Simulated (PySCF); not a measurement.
# C2H9GeNS: NMR shifts, electronic excitations and K edges in gas and solvents, part 1 of 2

Aim: compute the NMR shifts, electronic excitations and K edges of C2H9GeNS (`C[NH][GeH2][S]C`), and see what a dielectric continuum does where one was used.

Programs: PySCF 2.14.0, with density-fitted response routines of our own. Each step states its level of theory. These are calculated values for one molecule, in the gas phase or a continuum, unless marked as measured. Atoms count from 0, in the outputs and in this text.

### 1 The starting structure

14 atoms, charge 0, multiplicity 1; geometry from: GFN2-xTB. The atoms were then displaced at random by about 0.01 Å, so the start is not that level's minimum.

Bonds of the start (Å): C0–N1 1.43, N1–Ge2 1.82, Ge2–S3 2.24, S3–C4 1.80, C0–H5 1.08, C0–H6 1.10, C0–H7 1.12, N1–H8 1.03, Ge2–H9 1.50, Ge2–H10 1.53, C4–H11 1.09, C4–H12 1.07, C4–H13 1.07.

### 2 Geometry optimisation at PBE0-D3(BJ)/def2-SVP

What the job is given:

```
{"job": {"xc": "PBE0", "basis": "def2-SVP", "d3": "d3bj", "grid": 1, "shake": 0.01, "kind": "geom"}, "charge": 0, "multiplicity": 1}
C     -1.666730     1.037500    -0.156030
N     -0.947950     0.229710     0.772870
Ge    -0.291410    -1.403880     0.307510
S      1.192240    -1.063450    -1.330670
C      2.224330     0.153090    -0.506520
H     -1.245940     0.962160    -1.151980
H     -2.735290     0.788020    -0.231620
H     -1.604060     2.116240     0.135400
H     -1.346190     0.289390     1.720030
H     -1.258280    -2.459830    -0.146530
H      0.397950    -1.857870     1.598070
H      1.632190     0.998700    -0.149460
H      2.707910    -0.297940     0.332090
H      2.934090     0.493070    -1.225830
```

Started as:

```sh
$ OMP_NUM_THREADS=1 python probes_run.py task.json out
```

One launch serves the whole session: the jobs run in the order shown.

What it wrote:

```text
step   0  E = -2610.55082988  max force = 0.020671
step   1  E = -2610.55509772  max force = 0.005439
step   2  E = -2610.55544653  max force = 0.001148
step   3  E = -2610.55551169  max force = 0.000956
step   4  E = -2610.55558976  max force = 0.001075
step   5  E = -2610.55563950  max force = 0.001144
step   6  E = -2610.55567389  max force = 0.000545
step   7  E = -2610.55568743  max force = 0.000193
optimisation converged
```

It took 67 s on 1 thread of Arm Neoverse V1, shared host; peak memory 0.53 GiB.

Relaxation path:

| step | energy from step 0 (eV) | largest force component (eV/Å) |
| --- | --- | --- |
| 0 | 0.0000 | 1.0629 |
| 1 | -0.1161 | 0.2797 |
| 2 | -0.1256 | 0.0590 |
| 3 | -0.1274 | 0.0492 |
| 4 | -0.1295 | 0.0553 |
| 5 | -0.1309 | 0.0588 |
| 6 | -0.1318 | 0.0280 |
| 7 | -0.1322 | 0.0099 |

Close pairs (by a distance rule), those that changed most:

| bond | before (Å) | after (Å) | change (Å) |
| --- | --- | --- | --- |
| Ge2–H9 | 1.502 | 1.545 | +0.043 |
| C4–H13 | 1.066 | 1.098 | +0.032 |
| C4–H12 | 1.068 | 1.099 | +0.031 |
| S3–C4 | 1.796 | 1.822 | +0.026 |
| C0–H5 | 1.084 | 1.102 | +0.018 |
| C0–N1 | 1.425 | 1.443 | +0.018 |
| Ge2–S3 | 2.236 | 2.219 | -0.017 |
| C0–H7 | 1.119 | 1.103 | -0.016 |

The final coordinates are the input of the step that follows.

| at the end point | value |
| --- | --- |
| point group (found at 0.08 Å tolerance) | C1 |
| rotational constants (GHz, main isotopes) | 3.194, 1.838, 1.415 |
| dipole moment (D) | 2.15 |

### 3 Shielding tensors: PBE0/pcSseg-1 in chloroform

What the job is given:

```
{"job": {"kind": "nmr", "xc": "PBE0", "basis": "pcSseg-1", "solvent": "chloroform", "pop": true}, "charge": 0, "multiplicity": 1}
C     -1.674765     1.068431    -0.169723
N     -0.906534     0.309558     0.788166
Ge    -0.314943    -1.380721     0.422064
S      1.130120    -1.205639    -1.252592
C      2.224899     0.073521    -0.556658
H     -1.261193     0.904827    -1.177883
H     -2.751674     0.808298    -0.209226
H     -1.601489     2.150457     0.032540
H     -1.157719     0.482870     1.755797
H     -1.387011    -2.359934    -0.106928
H      0.324972    -1.880435     1.731605
H      1.633596     0.833321    -0.025774
H      2.966358    -0.365466     0.126096
H      2.749115     0.547013    -1.397855
```

Level: GIAO PBE0/pcSseg-1 NMR shielding, non-relativistic, IEF-PCM chloroform.

What it wrote:

```text
coarse grid: 51464 points
cycle   1  E = -2610.7036683311  dE = -4.516e-01  |g| = 9.256e-01  |ddm| = 3.341e+00
cycle   2  E = -2610.6534406754  dE =  5.023e-02  |g| = 1.023e+00  |ddm| = 1.119e+00
cycle   3  E = -2610.7759372948  dE = -1.225e-01  |g| = 1.356e-01  |ddm| = 7.299e-01
cycle   4  E = -2610.7791107911  dE = -3.173e-03  |g| = 5.908e-02  |ddm| = 1.384e-01
cycle   5  E = -2610.7797480615  dE = -6.373e-04  |g| = 6.528e-03  |ddm| = 4.967e-02
cycle   6  E = -2610.7797581089  dE = -1.005e-05  |g| = 1.376e-03  |ddm| = 9.078e-03
cycle   7  E = -2610.7797586629  dE = -5.540e-07  |g| = 3.472e-04  |ddm| = 1.907e-03
final grid: 106544 points
cycle   8  E = -2610.7797862211  dE = -6.602e-08  |g| = 3.486e-04  |ddm| = 1.538e-03
cycle   9  E = -2610.7797862026  dE =  1.842e-08  |g| = 4.439e-04  |ddm| = 6.393e-04
cycle  10  E = -2610.7797862525  dE = -4.988e-08  |g| = 2.837e-05  |ddm| = 3.624e-04
cycle  11  E = -2610.7797862527  dE = -1.583e-10  |g| = 1.093e-05  |ddm| = 3.016e-05
converged SCF energy = -2610.7797862527

GIAO shielding tensors (ppm)
atom      isotropic    diamagn.    paramagn.     s11        s22        s33       span
  0 C      154.204     243.052     -88.848    127.552    147.736    187.324     59.772
  1 N      253.170     324.291     -71.121    206.413    266.740    286.357     79.944
  2 Ge    1350.357    2756.633   -1406.276   1180.885   1375.588   1494.597    313.712
  3 S      706.662    1058.210    -351.548    587.951    641.116    890.919    302.969
  4 C      172.988     250.746     -77.758    160.965    166.001    191.998     31.033
  5 H       28.503      29.757      -1.254     22.855     28.587     34.066     11.211
  6 H       28.646      27.531       1.115     23.094     25.973     36.872     13.779
  7 H       28.583      28.223       0.360     23.551     25.839     36.358     12.806
  8 H       31.162      32.584      -1.422     20.971     28.648     43.867     22.896
  9 H       26.015      28.193      -2.178     19.231     21.000     37.814     18.583
 10 H       26.217      28.684      -2.467     19.546     21.412     37.694     18.148
 11 H       28.794      31.376      -2.583     21.514     29.938     34.929     13.415
 12 H       29.324      29.126       0.199     23.445     26.363     38.166     14.721
 13 H       29.362      28.736       0.626     23.508     26.116     38.462     14.953
```

Run time: 19 s. Hardware: 1 thread of Arm Neoverse V1, shared host; peak memory 0.89 GiB.

The references, computed at this level on geometries of the same kind, shield at (ppm): 1H TMS 31.25, 13C TMS 185.2, 15N NH3 267.8, 33S CS2 495, 73Ge GeMe4 1330. Their shielding less the atom's gives the shift. The references are single molecules in the same continuum, so shifts against H2O, NH3, PH3, H3PO4 or CFCl3 are not on the usual liquid scales and can be off by tens of ppm. Atoms listed in one row are averaged.

| atoms | environment | σ (ppm) | δ (ppm) |
| --- | --- | --- | --- |
| C0 | methyl carbon bonded to N | 154.2 | 31.0 |
| C4 | methyl carbon bonded to S | 173.0 | 12.2 |
| H9, H10 | hydrogen on a germanium bonded to N, S | 26.12 | 5.13 |
| H5, H6, H7 | hydrogen on a methyl carbon bonded to N | 28.58 | 2.67 |
| H11, H12, H13 | hydrogen on a methyl carbon bonded to S | 29.16 | 2.09 |
| H8 | hydrogen on a nitrogen bonded to C, Ge | 31.16 | 0.09 |
| N1 | nitrogen bonded to C, Ge, H | 253.2 | 14.6 |
| Ge2 | germanium bonded to N, S, 2 H | 1350 | -21 |
| S3 | sulfur bonded to C, Ge | 707 | -211 |

Charges from the same density, by scheme (e):

| atoms | Mulliken | IAO | Hirshfeld | ESP fit |
| --- | --- | --- | --- | --- |
| C0 | -0.10 | -0.30 | -0.07 | 0.01 |
| N1 | -0.76 | -0.64 | -0.24 | -0.49 |
| Ge2 | 0.51 | 0.68 | 0.35 | 0.31 |
| S3 | -0.29 | -0.20 | -0.14 | -0.34 |
| C4 | -0.40 | -0.49 | -0.12 | -0.11 |

Mayer bond orders: C0–N1 0.96, N1–Ge2 0.91, Ge2–S3 1.00, S3–C4 0.97.

### 4 NMR shieldings: PBE0/pcSseg-1 in tetrahydrofuran

The job, as its differences from that of step 3:

```diff
@@ -1,2 +1,2 @@
-{"job": {"kind": "nmr", "xc": "PBE0", "basis": "pcSseg-1", "solvent": "chloroform", "pop": true}, "charge": 0, "multiplicity": 1}
+{"job": {"kind": "nmr", "xc": "PBE0", "basis": "pcSseg-1", "solvent": "tetrahydrofuran", "pop": false}, "charge": 0, "multiplicity": 1}
 C     -1.674765     1.068431    -0.169723
```

Method: GIAO PBE0/pcSseg-1 NMR shielding, non-relativistic, IEF-PCM tetrahydrofuran.

What it wrote:

```text
coarse grid: 51464 points
cycle   1  E = -2610.7046152479  dE = -4.525e-01  |g| = 9.251e-01  |ddm| = 3.341e+00
cycle   2  E = -2610.6552388062  dE =  4.938e-02  |g| = 1.021e+00  |ddm| = 1.114e+00
cycle   3  E = -2610.7766306461  dE = -1.214e-01  |g| = 1.347e-01  |ddm| = 7.244e-01
cycle   4  E = -2610.7797395411  dE = -3.109e-03  |g| = 5.892e-02  |ddm| = 1.369e-01
cycle   5  E = -2610.7803725901  dE = -6.330e-04  |g| = 6.266e-03  |ddm| = 4.917e-02
cycle   6  E = -2610.7803817701  dE = -9.180e-06  |g| = 1.327e-03  |ddm| = 8.667e-03
final grid: 106544 points
cycle   7  E = -2610.7804093278  dE = -9.465e-08  |g| = 1.365e-03  |ddm| = 3.409e-03
cycle   8  E = -2610.7804091910  dE =  1.369e-07  |g| = 1.703e-03  |ddm| = 3.174e-03
cycle   9  E = -2610.7804098448  dE = -6.538e-07  |g| = 1.689e-04  |ddm| = 1.536e-03
cycle  10  E = -2610.7804098499  dE = -5.059e-09  |g| = 7.705e-06  |ddm| = 1.446e-04
cycle  11  E = -2610.7804098499  dE = -9.095e-12  |g| = 5.068e-06  |ddm| = 1.305e-05
converged SCF energy = -2610.7804098499

GIAO shielding tensors (ppm)
atom      isotropic    diamagn.    paramagn.     s11        s22        s33       span
  0 C      154.224     243.083     -88.859    127.609    147.706    187.357     59.747
  1 N      253.310     324.360     -71.049    206.562    267.149    286.219     79.657
  2 Ge    1350.457    2756.613   -1406.156   1181.343   1375.562   1494.466    313.123
  3 S      708.465    1058.278    -349.813    589.668    642.892    892.835    303.167
  4 C      173.040     250.752     -77.713    161.058    165.946    192.116     31.058
  5 H       28.523      29.780      -1.257     22.872     28.603     34.094     11.222
  6 H       28.635      27.519       1.116     23.086     25.956     36.862     13.777
  7 H       28.570      28.209       0.361     23.537     25.821     36.352     12.815
  8 H       31.088      32.526      -1.438     20.900     28.529     43.836     22.937
  9 H       26.015      28.187      -2.172     19.228     21.001     37.814     18.586
 10 H       26.207      28.660      -2.452     19.536     21.396     37.691     18.155
 11 H       28.797      31.366      -2.569     21.511     29.934     34.947     13.436
 12 H       29.303      29.102       0.201     23.418     26.332     38.159     14.741
 13 H       29.338      28.713       0.626     23.472     26.085     38.457     14.985
```

Wall time 16 s (1 thread of Arm Neoverse V1, shared host); peak memory 0.96 GiB.

Key values: δ C0 31.1, C4 12.2, N1 14.8, Ge2 -21, H9 5.13, H5 2.67 ppm (means over like atoms).

### 5 TDDFT and polarisability: B3LYP/def2-SVPD

The job, as its differences from that of step 4:

```diff
@@ -1,2 +1,2 @@
-{"job": {"kind": "nmr", "xc": "PBE0", "basis": "pcSseg-1", "solvent": "tetrahydrofuran", "pop": false}, "charge": 0, "multiplicity": 1}
+{"job": {"kind": "uv", "xc": "B3LYP", "basis": "def2-SVPD", "dynamic": true, "nstates": 6, "ntriplets": 0}, "charge": 0, "multiplicity": 1}
 C     -1.674765     1.068431    -0.169723
```

Level: TDDFT B3LYP/def2-SVPD, vertical, gas phase, core orbitals frozen in the response.

What it wrote:

```text
coarse grid: 51464 points
cycle   1  E = -2611.1238625144  dE = -4.084e-01  |g| = 6.022e-01  |ddm| = 4.771e+00
cycle   2  E = -2611.0422670463  dE =  8.160e-02  |g| = 8.740e-01  |ddm| = 1.782e+00
cycle   3  E = -2611.1870810112  dE = -1.448e-01  |g| = 1.132e-01  |ddm| = 1.053e+00
cycle   4  E = -2611.1898389840  dE = -2.758e-03  |g| = 3.290e-02  |ddm| = 1.583e-01
cycle   5  E = -2611.1900445582  dE = -2.056e-04  |g| = 8.488e-03  |ddm| = 4.952e-02
cycle   6  E = -2611.1900670034  dE = -2.245e-05  |g| = 1.894e-03  |ddm| = 1.768e-02
cycle   7  E = -2611.1900681534  dE = -1.150e-06  |g| = 4.045e-04  |ddm| = 3.727e-03
final grid: 106544 points
cycle   8  E = -2611.1900804540  dE = -1.369e-07  |g| = 4.812e-04  |ddm| = 8.222e-03
cycle   9  E = -2611.1900803954  dE =  5.856e-08  |g| = 6.666e-04  |ddm| = 1.355e-03
cycle  10  E = -2611.1900805142  dE = -1.187e-07  |g| = 4.348e-05  |ddm| = 7.875e-04
cycle  11  E = -2611.1900805146  dE = -4.438e-10  |g| = 1.093e-05  |ddm| = 6.441e-05
converged SCF energy = -2611.1900805146

Static polarisability (au): isotropic 88.148, principal 79.671 87.254 97.520

Singlet excitations
state   eV       nm        f      main configurations
  1   5.3549    231.5   0.00750   H->L+1 0.48, H->L 0.41
  2   5.5192    224.6   0.00358   H-1->L 0.37, H-1->L+1 0.29, H->L+1 0.16
  3   5.6583    219.1   0.00994   H-1->L 0.58, H->L+1 0.24, H-1->L+1 0.08
  4   5.7331    216.3   0.02763   H-1->L+1 0.50, H->L 0.32
  5   5.9846    207.2   0.01215   H->L+2 0.87
  6   6.1507    201.6   0.03369   H-1->L+2 0.86
```

Run time: 36 s. Hardware: 1 thread of Arm Neoverse V1, shared host; peak memory 0.89 GiB.

Frontier orbitals and where they lie:

| orbital | eV | atoms |
| --- | --- | --- |
| HOMO−3 | -9.30 | Ge2 31 %, H9 19 %, H10 16 % |
| HOMO−2 | -8.17 | S3 55 %, Ge2 15 %, C4 12 % |
| HOMO−1 | -6.58 | N1 48 %, S3 16 %, C0 10 % |
| HOMO | -6.48 | S3 59 %, N1 11 %, C4 9 % |
| LUMO | -0.04 | Ge2 33 %, S3 22 %, H10 15 % |
| LUMO+1 | 0.03 | S3 32 %, Ge2 14 %, C4 10 % |
| LUMO+2 | 0.42 | Ge2 28 %, S3 28 %, H10 9 % |

With each of the 6 states as a Gaussian band of 0.4 eV half-width at 1/e, the curve within the window shown has maxima at 210 nm (ε 2,700) L/(mol cm). Beyond the last state computed it falls off for lack of states. The curve at chosen wavelengths:

```csv
nm,ε (L/mol/cm)
192,957
195,1397
197,1695
200,2102
203,2419
206,2622
208,2694
211,2711
214,2633
216,2534
219,2328
222,2071
225,1784
227,1587
230,1299
233,1033
236,800
238,665
241,494
244,359
246,286
249,200
252,137
255,91
257,69
260,45
```

Leading natural transition orbitals of singlet state 6: the hole lies on N1 58 %; H6, H8, H9 about 8 % each; S3 7 %; the particle on H9 21 %; S3 18 %; H10 16 %.

Leading natural transition orbitals of singlet state 1: the hole lies on S3 78 %; the particle on S3 33 %; Ge2 16 %; H10, H13 about 11 % each.

Ground-state properties from the same run:

| property | computed |
| --- | --- |
| dipole moment (D) | 2.05 |
| polarisability (Å³) | 13.06 |
| HOMO–LUMO gap (eV) | 6.44 |
| −ε(HOMO) (eV) | 6.48 |
| C6 with itself (au) | 2836 |

The fields below are evaluated on a grid from the run's orbitals.

Frontier orbitals at B3LYP/def2-SVPD, with the share of their density that lies nearest to each atom:

| orbital | energy (eV) | lies on |
| --- | --- | --- |
| HOMO | -6.48 | S3 65 %; N1 12 % |
| LUMO | -0.04 | H10 24 %; H9 18 %; S3 17 % |

ELF in a plane through or near 4 of the atoms.

Ten even steps from '0' (0.00) to '9' (1.00):
```
0000000000000000000000000000
0000000000000000000000000000
0000000000001100000000000000
0000000000489861000000000000
0000000001799995100000000000
0000000000699985200000000000
0000000000389542210000000000
0000000000033112443200000000
0000599720001247786300000000
0001899973100477556200000000
0001799966840488675221100000
0000257669991157655431100000
0000002369994000179972000000
0000001114881000499996000000
0000000000110000499995000000
0000000000000000157740000000
0000000000000000000000000000
0000000000000000000000000000
0000000000000000000000000000
0000000000000000000000000000
```
The map spans 11.1 Å across and 9.9 Å up, centred on the molecule. Atoms in the plane (x, y in Å): N1 (1.1, 0.1), H7 (2.0, -1.7), H11 (-1.4, -1.0), H12 (-2.9, 0.0).

On the surface of density 0.002 e/bohr³ the electrostatic potential runs, from the 1st to the 99th percentile, from -0.99 V near S3 to 1.42 V near H8.

(Continued in part 2 of 2.)
